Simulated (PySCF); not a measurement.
# CH₉ClSi₃: electronic excitations at several levels of theory

How much do the electronic excitations of CH₉ClSi₃ (`C[SiH2][Si@H]([SiH3])Cl`) depend on the level of theory, and what does each level cost?

The runs use PySCF 2.14.0, with density-fitted response routines of our own; the level of theory stands in each step. All values are computed, except where a source is named. Atoms are numbered from 0 throughout.

### Step 1. The starting structure

14 atoms, charge 0, multiplicity 1; geometry from: GFN2-xTB. The atoms were then displaced at random by about 0.01 Å, so the start is not that level's minimum.

Bonds of the start (Å): C0–Si1 1.90, Si1–Si2 2.32, Si2–Si3 2.37, Si2–Cl4 2.06, C0–H5 1.09, C0–H6 1.10, C0–H7 1.06, Si1–H8 1.48, Si1–H9 1.48, Si2–H10 1.46, Si3–H11 1.48, Si3–H12 1.45, Si3–H13 1.43.

### Step 2. Relaxing the molecule at PBE0-D3(BJ)/def2-SVP

The job: settings as JSON, then the geometry in Å.

```
{"job": {"xc": "PBE0", "basis": "def2-SVP", "d3": "d3bj", "grid": 1, "shake": 0.01, "kind": "geom"}, "charge": 0, "multiplicity": 1}
C     -2.122350    -0.818560     0.010880
Si    -1.268500     0.435410     1.151210
Si     0.715710     1.069260     0.126110
Si     2.479360    -0.501640    -0.021540
Cl     1.459290     2.700490     1.142440
H     -3.053220    -1.171580     0.461580
H     -2.412250    -0.334620    -0.936350
H     -1.490930    -1.638180    -0.225250
H     -2.206100     1.537160     1.464370
H     -1.031590    -0.239190     2.449840
H      0.459010     1.629650    -1.195030
H      1.936770    -1.828540     0.350510
H      2.965140    -0.627270    -1.381060
H      3.562480    -0.227470     0.874570
```

Started as:

```
$ OMP_NUM_THREADS=1 python probes_run.py task.json out
```

One launch serves the whole session: the jobs run in the order shown.

What it wrote:

```text
step   0  E = -1371.23053209  max force = 0.029754
step   1  E = -1371.23870908  max force = 0.004467
step   2  E = -1371.23903374  max force = 0.001463
step   3  E = -1371.23912645  max force = 0.000493
step   4  E = -1371.23917073  max force = 0.000888
step   5  E = -1371.23931922  max force = 0.001759
step   6  E = -1371.23948068  max force = 0.001952
step   7  E = -1371.23977864  max force = 0.001299
step   8  E = -1371.24034907  max force = 0.002056
step   9  E = -1371.24036207  max force = 0.003645
step  10  E = -1371.24059393  max force = 0.002351
step  11  E = -1371.24086410  max force = 0.000781
step  12  E = -1371.24095019  max force = 0.001237
step  13  E = -1371.24101847  max force = 0.000853
step  14  E = -1371.24105316  max force = 0.000632
step  15  E = -1371.24108922  max force = 0.000539
step  16  E = -1371.24111241  max force = 0.000592
step  17  E = -1371.24112288  max force = 0.000423
optimisation converged
```

It took 2.7 min on 1 thread of Arm Neoverse V1, shared host; peak memory 0.49 GiB.

Step by step:

| step | energy from step 0 (eV) | largest force component (eV/Å) |
| --- | --- | --- |
| 0 | 0.0000 | 1.5300 |
| 1 | -0.2225 | 0.2297 |
| 2 | -0.2313 | 0.0752 |
| 3 | -0.2339 | 0.0254 |
| 4 | -0.2351 | 0.0457 |
| 5 | -0.2391 | 0.0905 |
| 6 | -0.2435 | 0.1004 |
| 7 | -0.2516 | 0.0668 |
| 8 | -0.2671 | 0.1057 |
| 9 | -0.2675 | 0.1874 |
| 10 | -0.2738 | 0.1209 |
| 11 | -0.2811 | 0.0402 |
| 12 | -0.2835 | 0.0636 |
| 13 | -0.2853 | 0.0439 |
| 14 | -0.2863 | 0.0325 |
| 15 | -0.2873 | 0.0277 |
| 16 | -0.2879 | 0.0304 |
| 17 | -0.2882 | 0.0218 |

Distances of close pairs at the start and the end, largest changes first:

| bond | before (Å) | after (Å) | change (Å) |
| --- | --- | --- | --- |
| Si3–H13 | 1.432 | 1.495 | +0.062 |
| Si3–H12 | 1.449 | 1.494 | +0.045 |
| C0–H7 | 1.061 | 1.101 | +0.040 |
| Si2–H10 | 1.458 | 1.497 | +0.039 |
| Si2–Cl4 | 2.061 | 2.092 | +0.031 |
| Si2–Si3 | 2.366 | 2.341 | -0.025 |
| Si1–Si2 | 2.322 | 2.344 | +0.022 |
| Si3–H11 | 1.481 | 1.498 | +0.017 |

The next job starts from the end point, and lists it.

| at the end point | value |
| --- | --- |
| point group (found at 0.08 Å tolerance) | C1 |
| rotational constants (GHz, main isotopes) | 1.943, 1.223, 0.812 |
| dipole moment (D) | 2.35 |

### Step 3. TDDFT and polarisability: PBE0/def2-TZVP

The job: settings as JSON, then the geometry in Å.

```
{"job": {"kind": "uv", "xc": "PBE0", "basis": "def2-TZVP"}, "charge": 0, "multiplicity": 1}
C     -2.053173    -0.921090     0.435530
Si    -1.195216     0.615555     1.107132
Si     0.705733     1.129556    -0.164027
Si     2.275318    -0.607674    -0.191841
Cl     1.628562     2.781878     0.726843
H     -2.942469    -1.165739     1.036114
H     -2.374348    -0.768800    -0.606157
H     -1.374631    -1.787793     0.460567
H     -2.108693     1.800508     1.090430
H     -0.732283     0.395622     2.513162
H      0.340950     1.508100    -1.565455
H      1.658949    -1.828518    -0.802095
H      3.483853    -0.224328    -0.982182
H      2.679206    -0.923429     1.211993
```

Method: TDDFT PBE0/def2-TZVP, vertical, gas phase, core orbitals frozen in the response.

What it wrote:

```text
coarse grid: 13168 points
cycle   1  E = -1371.7046717031  dE = -1.165e-01  |g| = 3.753e-01  |ddm| = 2.643e+00
cycle   2  E = -1371.6934844059  dE =  1.119e-02  |g| = 4.208e-01  |ddm| = 5.938e-01
cycle   3  E = -1371.7391373226  dE = -4.565e-02  |g| = 3.905e-02  |ddm| = 3.344e-01
cycle   4  E = -1371.7394759802  dE = -3.387e-04  |g| = 1.505e-02  |ddm| = 4.169e-02
cycle   5  E = -1371.7395410668  dE = -6.509e-05  |g| = 3.853e-03  |ddm| = 1.626e-02
cycle   6  E = -1371.7395446305  dE = -3.564e-06  |g| = 9.985e-04  |ddm| = 3.316e-03
final grid: 107080 points
cycle   7  E = -1371.7355941864  dE = -2.561e-05  |g| = 5.631e-03  |ddm| = 2.554e-02
cycle   8  E = -1371.7355906787  dE =  3.508e-06  |g| = 6.575e-03  |ddm| = 7.208e-03
cycle   9  E = -1371.7356014220  dE = -1.074e-05  |g| = 3.949e-04  |ddm| = 4.104e-03
cycle  10  E = -1371.7356014556  dE = -3.354e-08  |g| = 1.151e-04  |ddm| = 4.316e-04
cycle  11  E = -1371.7356014592  dE = -3.659e-09  |g| = 2.264e-05  |ddm| = 1.375e-04
cycle  12  E = -1371.7356014594  dE = -1.501e-10  |g| = 3.208e-06  |ddm| = 2.322e-05
converged SCF energy = -1371.7356014594

Static polarisability (au): isotropic 111.228, principal 92.228 116.258 125.198

Singlet excitations
state   eV       nm        f      main configurations
  1   5.4316    228.3   0.00455   H->L 0.97
  2   6.1758    200.8   0.01229   H-1->L 0.97
  3   6.3423    195.5   0.10319   H->L+1 0.90
  4   6.7791    182.9   0.06437   H->L+2 0.80, H->L+3 0.08
  5   6.9095    179.4   0.14883   H->L+3 0.81, H->L+2 0.10
  6   7.1126    174.3   0.00653   H-1->L+1 0.78
  7   7.3073    169.7   0.03694   H-2->L 0.73, H->L+4 0.10
  8   7.4037    167.5   0.00821   H-3->L 0.73
  9   7.4369    166.7   0.04084   H->L+4 0.64, H-3->L 0.12, H-1->L+3 0.10
 10   7.5335    164.6   0.17097   H-1->L+2 0.65, H-2->L 0.10

Triplet excitations (Tamm-Dancoff, eV): 4.7908 5.4692 5.5999 6.0940
```

Wall time 47 s (1 thread of Arm Neoverse V1, shared host); peak memory 0.9 GiB.

Frontier orbitals and where they lie:

| orbital | eV | atoms |
| --- | --- | --- |
| HOMO−3 | -9.50 | Si1 29 %, Cl4 22 %, H9 22 % |
| HOMO−2 | -9.40 | C0 27 %, Si1 24 %, Cl4 20 % |
| HOMO−1 | -8.38 | Cl4 36 %, Si2 24 %, H10 13 % |
| HOMO | -7.61 | Si2 30 %, Si1 21 %, Cl4 20 % |
| LUMO | -0.89 | Si2 44 %, Si1 18 %, Si3 16 % |
| LUMO+1 | -0.18 | Si3 31 %, Si2 30 %, Si1 20 % |
| LUMO+2 | 0.27 | Si3 44 %, Si2 28 %, Si1 12 % |

With each of the 10 states as a Gaussian band of 0.4 eV half-width at 1/e, the curve within the window shown has maxima at 168 nm (ε 11,000) L/(mol cm). Beyond the last state computed it falls off for lack of states. The curve at chosen wavelengths:

nm, ε (L/mol/cm) and a bar:
```
      158       4975 #############
      162       8989 ########################
      166      11153 ##############################
      170      11183 ##############################
      174      10848 #############################
      178      10759 #############################
      182      10223 ###########################
      185       9385 #########################
      189       8077 ######################
      193       6864 ##################
      197       5656 ###############
      201       4317 ############
      205       2960 ########
      209       1820 #####
      213       1031 ###
      217        577 #
      221        355 #
      225        260 #
      229        214 #
      232        188 
      236        154 
      240        118 
      244         84 
      248         56 
      252         35 
      256         20
```

Ground-state properties from the same run:

| property | computed |
| --- | --- |
| dipole moment (D) | 2.32 |
| polarisability (Å³) | 16.48 |
| HOMO–LUMO gap (eV) | 6.72 |
| −ε(HOMO) (eV) | 7.61 |

### Step 4. Excited states and response: PBE0/aug-cc-pVDZ

Settings changed since step 3:

```diff
@@ -1,2 +1,2 @@
-{"job": {"kind": "uv", "xc": "PBE0", "basis": "def2-TZVP"}, "charge": 0, "multiplicity": 1}
+{"job": {"kind": "uv", "xc": "PBE0", "basis": "aug-cc-pVDZ"}, "charge": 0, "multiplicity": 1}
 C     -2.053173    -0.921090     0.435530
```

Level: TDDFT PBE0/aug-cc-pVDZ, vertical, gas phase, core orbitals frozen in the response.

What it wrote:

```text
coarse grid: 13168 points
cycle   1  E = -1371.6273408630  dE = -5.166e-02  |g| = 3.431e-01  |ddm| = 7.407e+00
cycle   2  E = -1371.6157724161  dE =  1.157e-02  |g| = 3.932e-01  |ddm| = 1.561e+00
cycle   3  E = -1371.6608856604  dE = -4.511e-02  |g| = 2.577e-02  |ddm| = 8.180e-01
cycle   4  E = -1371.6610817269  dE = -1.961e-04  |g| = 1.244e-02  |ddm| = 9.338e-02
cycle   5  E = -1371.6611362706  dE = -5.454e-05  |g| = 1.736e-03  |ddm| = 3.523e-02
cycle   6  E = -1371.6611372389  dE = -9.683e-07  |g| = 6.316e-04  |ddm| = 6.137e-03
final grid: 107080 points
cycle   7  E = -1371.6849859249  dE = -9.465e-06  |g| = 5.125e-03  |ddm| = 9.527e-02
cycle   8  E = -1371.6849825887  dE =  3.336e-06  |g| = 6.201e-03  |ddm| = 2.215e-02
cycle   9  E = -1371.6849929831  dE = -1.039e-05  |g| = 2.510e-04  |ddm| = 1.122e-02
cycle  10  E = -1371.6849930061  dE = -2.301e-08  |g| = 6.707e-05  |ddm| = 8.267e-04
cycle  11  E = -1371.6849930077  dE = -1.575e-09  |g| = 1.400e-05  |ddm| = 2.063e-04
cycle  12  E = -1371.6849930077  dE = -6.753e-11  |g| = 2.568e-06  |ddm| = 5.430e-05
converged SCF energy = -1371.6849930077

Static polarisability (au): isotropic 118.062, principal 98.214 123.469 132.504

Singlet excitations
state   eV       nm        f      main configurations
  1   5.4425    227.8   0.00257   H->L 0.96
  2   6.1635    201.2   0.01234   H-1->L 0.95
  3   6.3262    196.0   0.08310   H->L+1 0.86
  4   6.6187    187.3   0.15278   H->L+2 0.90
  5   6.6931    185.2   0.02548   H->L+3 0.69, H->L+4 0.21
  6   6.7783    182.9   0.04826   H->L+4 0.66, H->L+3 0.21
  7   7.0719    175.3   0.00424   H-1->L+1 0.82
  8   7.1752    172.8   0.05515   H->L+5 0.93
  9   7.2760    170.4   0.02121   H->L+6 0.32, H-1->L+2 0.32, H->L+7 0.13
 10   7.2851    170.2   0.01739   H-2->L 0.43, H->L+6 0.27, H-1->L+2 0.18

Triplet excitations (Tamm-Dancoff, eV): 4.8796 5.6035 5.6493 6.1280
```

Wall time 37 s (1 thread of Arm Neoverse V1, shared host); peak memory 0.83 GiB.

Key values: HOMO -7.62 eV, LUMO -0.94 eV; lowest singlet 5.44 eV.

### Step 5. Ultraviolet spectrum: PBE0/def2-TZVPD

Settings changed since step 4:

```diff
@@ -1,2 +1,2 @@
-{"job": {"kind": "uv", "xc": "PBE0", "basis": "aug-cc-pVDZ"}, "charge": 0, "multiplicity": 1}
+{"job": {"kind": "uv", "xc": "PBE0", "basis": "def2-TZVPD"}, "charge": 0, "multiplicity": 1}
 C     -2.053173    -0.921090     0.435530
```

Level: TDDFT PBE0/def2-TZVPD, vertical, gas phase, core orbitals frozen in the response.

What it wrote:

```text
coarse grid: 13168 points
cycle   1  E = -1371.7060985921  dE = -1.153e-01  |g| = 3.750e-01  |ddm| = 2.837e+00
cycle   2  E = -1371.6948216433  dE =  1.128e-02  |g| = 4.206e-01  |ddm| = 6.917e-01
cycle   3  E = -1371.7404593423  dE = -4.564e-02  |g| = 3.947e-02  |ddm| = 3.467e-01
cycle   4  E = -1371.7408007720  dE = -3.414e-04  |g| = 1.509e-02  |ddm| = 4.480e-02
cycle   5  E = -1371.7408660068  dE = -6.523e-05  |g| = 3.997e-03  |ddm| = 1.726e-02
cycle   6  E = -1371.7408699016  dE = -3.895e-06  |g| = 9.751e-04  |ddm| = 3.981e-03
final grid: 107080 points
cycle   7  E = -1371.7369269701  dE = -2.719e-05  |g| = 5.622e-03  |ddm| = 9.001e-02
cycle   8  E = -1371.7369234994  dE =  3.471e-06  |g| = 6.560e-03  |ddm| = 8.117e-03
cycle   9  E = -1371.7369341751  dE = -1.068e-05  |g| = 3.955e-04  |ddm| = 4.352e-03
cycle  10  E = -1371.7369342088  dE = -3.371e-08  |g| = 1.204e-04  |ddm| = 4.576e-04
cycle  11  E = -1371.7369342128  dE = -4.018e-09  |g| = 2.386e-05  |ddm| = 1.473e-04
cycle  12  E = -1371.7369342130  dE = -1.698e-10  |g| = 3.354e-06  |ddm| = 2.756e-05
converged SCF energy = -1371.7369342130

Static polarisability (au): isotropic 117.844, principal 98.002 123.272 132.259

Singlet excitations
state   eV       nm        f      main configurations
  1   5.3602    231.3   0.00352   H->L 0.97
  2   6.1065    203.0   0.01269   H-1->L 0.96
  3   6.2375    198.8   0.09392   H->L+1 0.90
  4   6.6100    187.6   0.07254   H->L+2 0.83
  5   6.7036    185.0   0.09333   H->L+3 0.86
  6   6.9201    179.2   0.06223   H->L+4 0.93
  7   7.0131    176.8   0.00501   H-1->L+1 0.83
  8   7.2385    171.3   0.03231   H-2->L 0.71, H-1->L+2 0.11
  9   7.2958    169.9   0.01467   H-1->L+2 0.30, H-3->L 0.28, H->L+6 0.24
 10   7.3473    168.7   0.10270   H->L+5 0.49, H-3->L 0.25, H->L+6 0.10

Triplet excitations (Tamm-Dancoff, eV): 4.7476 5.4199 5.5503 6.0174
```

Wall time 70 s (1 thread of Arm Neoverse V1, shared host); peak memory 1.2 GiB.

Key values: HOMO -7.63 eV, LUMO -1.00 eV; lowest singlet 5.36 eV.

### Step 6. TDDFT and polarisability: PBE0/6-31+G*

Settings changed since step 5:

```diff
@@ -1,2 +1,2 @@
-{"job": {"kind": "uv", "xc": "PBE0", "basis": "def2-TZVPD"}, "charge": 0, "multiplicity": 1}
+{"job": {"kind": "uv", "xc": "PBE0", "basis": "6-31+G*"}, "charge": 0, "multiplicity": 1}
 C     -2.053173    -0.921090     0.435530
```

Method: TDDFT PBE0/6-31+G*, vertical, gas phase, core orbitals frozen in the response.

What it wrote:

```text
coarse grid: 13168 points
cycle   1  E = -1371.6368302635  dE = -8.279e-02  |g| = 3.463e-01  |ddm| = 3.208e+00
cycle   2  E = -1371.6263470272  dE =  1.048e-02  |g| = 3.918e-01  |ddm| = 1.029e+00
cycle   3  E = -1371.6718299756  dE = -4.548e-02  |g| = 1.927e-02  |ddm| = 5.890e-01
cycle   4  E = -1371.6719440042  dE = -1.140e-04  |g| = 8.726e-03  |ddm| = 6.421e-02
cycle   5  E = -1371.6719724002  dE = -2.840e-05  |g| = 1.162e-03  |ddm| = 2.113e-02
cycle   6  E = -1371.6719728874  dE = -4.872e-07  |g| = 1.968e-04  |ddm| = 2.802e-03
final grid: 107080 points
cycle   7  E = -1371.6043440003  dE = -8.266e-06  |g| = 4.602e-03  |ddm| = 2.963e-02
cycle   8  E = -1371.6043416550  dE =  2.345e-06  |g| = 5.512e-03  |ddm| = 9.386e-03
cycle   9  E = -1371.6043498153  dE = -8.160e-06  |g| = 2.267e-04  |ddm| = 5.207e-03
cycle  10  E = -1371.6043498334  dE = -1.810e-08  |g| = 5.428e-05  |ddm| = 6.277e-04
cycle  11  E = -1371.6043498344  dE = -9.584e-10  |g| = 1.103e-05  |ddm| = 1.039e-04
converged SCF energy = -1371.6043498344

Static polarisability (au): isotropic 105.971, principal 88.390 110.854 118.669

Singlet excitations
state   eV       nm        f      main configurations
  1   5.4640    226.9   0.00291   H->L 0.97
  2   6.1682    201.0   0.01088   H-1->L 0.96
  3   6.4858    191.2   0.08695   H->L+1 0.86
  4   6.7504    183.7   0.22501   H->L+2 0.88
  5   6.8919    179.9   0.02380   H->L+3 0.83, H->L+4 0.09
  6   7.0160    176.7   0.02805   H->L+4 0.77, H->L+3 0.10
  7   7.2050    172.1   0.00625   H-1->L+1 0.76, H-3->L 0.13
  8   7.3170    169.4   0.05753   H-2->L 0.78
  9   7.4038    167.5   0.09434   H->L+5 0.47, H-1->L+2 0.34, H-3->L 0.10
 10   7.4242    167.0   0.03032   H->L+5 0.45, H-1->L+2 0.29, H-3->L 0.17

Triplet excitations (Tamm-Dancoff, eV): 4.9315 5.6950 5.7896 6.2587
```

It took 14 s on 1 thread of Arm Neoverse V1, shared host; peak memory 0.65 GiB.

Key values: HOMO -7.69 eV, LUMO -0.98 eV; lowest singlet 5.46 eV.

### Step 7. Side by side: electronic excitations

Excitations and ground-state properties, with basis size and wall time:

| run | lowest singlet (eV) | brightest (eV) | f | gap (eV) | α (Å³) | μ (D) | functions | time |
| --- | --- | --- | --- | --- | --- | --- | --- | --- |
| PBE0/def2-TZVP | 5.43 | 7.53 | 0.171 | 6.72 | 16.48 | 2.32 | 233 | 47 s |
| PBE0/aug-cc-pVDZ | 5.44 | 6.62 | 0.153 | 6.68 | 17.50 | 2.46 | 212 | 37 s |
| PBE0/def2-TZVPD | 5.36 | 7.35 | 0.103 | 6.62 | 17.46 | 2.37 | 293 | 70 s |
| PBE0/6-31+G* | 5.46 | 6.75 | 0.225 | 6.71 | 15.70 | 2.74 | 124 | 14 s |

### Step 8. Summary of results

| quantity | value |
| --- | --- |
| point group | C1 |
| rotational constants (main isotopes) | 1.94, 1.22, 0.81 GHz |
| lowest singlet (PBE0/def2-TZVP) | 5.43 eV (228 nm), f = 0.005 |
| brightest single state of those computed | state 10, 7.53 eV, f = 0.171 |
| lowest triplet | 4.79 eV |
| range of the lowest singlet | 5.36 to 5.46 eV |

**Reading.** Single values in the summary come from the first run of each kind that ended normally (PBE0/def2-TZVP), which need not be the best level. The optimisation took 17 steps and gained 0.288 eV; among the close pairs (by a distance rule), Si3–H13 changed most, from 1.432 to 1.495 Å. The first singlet state (HOMO→LUMO 0.97) lies at 5.43 eV and is weak; of the 10 states computed, the strongest absorption comes from state 10 at 7.53 eV (the last computed, so partners may be missing). The lowest triplet lies 0.64 eV below the lowest singlet (triplets in Tamm-Dancoff, singlets in full TDDFT). The basis of PBE0/def2-TZVP has no diffuse functions, so Rydberg states are missing and the high states are unreliable. The lowest singlet runs from 5.36 eV (PBE0/def2-TZVPD) to 5.46 eV (PBE0/6-31+G*), while the orbital gap spans 6.62 to 6.72 eV. The lowest state need not be the same one in every run.
